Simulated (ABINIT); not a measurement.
TaF3:

```
Ta F
1.0
     3.90120    0.00000    0.00000
     0.00000    3.90120    0.00000
     0.00000    0.00000    3.90120
Ta F
1 3
Direct
  0.00000 0.00000 0.00000
  0.00000 0.00000 0.50000
  0.00000 0.50000 0.00000
  0.50000 0.00000 0.00000
```

- Program: ABINIT 10.8.3 (patched build)
- Task: relaxation of cell and atoms
- Functional: PBE
- Potentials or basis: PseudoDojo NC SR PBE v0.4.1 standard
- Cutoff: 1143 eV
- k mesh: 5 × 5 × 5
- Occupations: fermi-dirac, width 0.05 eV
- Spin: no spin polarisation

At the start: pressure 24.7 GPa; volume 14.84 Å³/atom.

Where does the relaxation end?

Over 5 steps the energy falls by 173.4 meV/atom and the volume is 17.46 Å³/atom (+17.6 %); space group Pm-3m (No. 221, to 0.05 Å).

Step by step:
```
step  energy change (eV)  largest force (eV/Å)  pressure (GPa)  volume (Å³)
   1              0.0000                0.0000           24.68        59.37
   2             -0.5037                0.0000           11.25        63.97
   3             -0.6864                0.0000            1.90        68.63
   4             -0.6934                0.0000            0.22        69.69
   5             -0.6935                0.0000            0.01        69.84
```

Final structure:
```xyz
4
Lattice="4.1181 0.0000 0.0000 0.0000 4.1181 0.0000 0.0000 0.0000 4.1181" Properties=species:S:1:pos:R:3 pbc="T T T"
Ta    0.0000    0.0000    0.0000
F     0.0000    0.0000    2.0590
F     0.0000    2.0590    0.0000
F     2.0590    0.0000    0.0000
```

Caveat: the volume moved by over 15 % at a fixed basis, so the end points are rough; the volume moved by +18 % from the deposited cell, more than functionals usually miss.
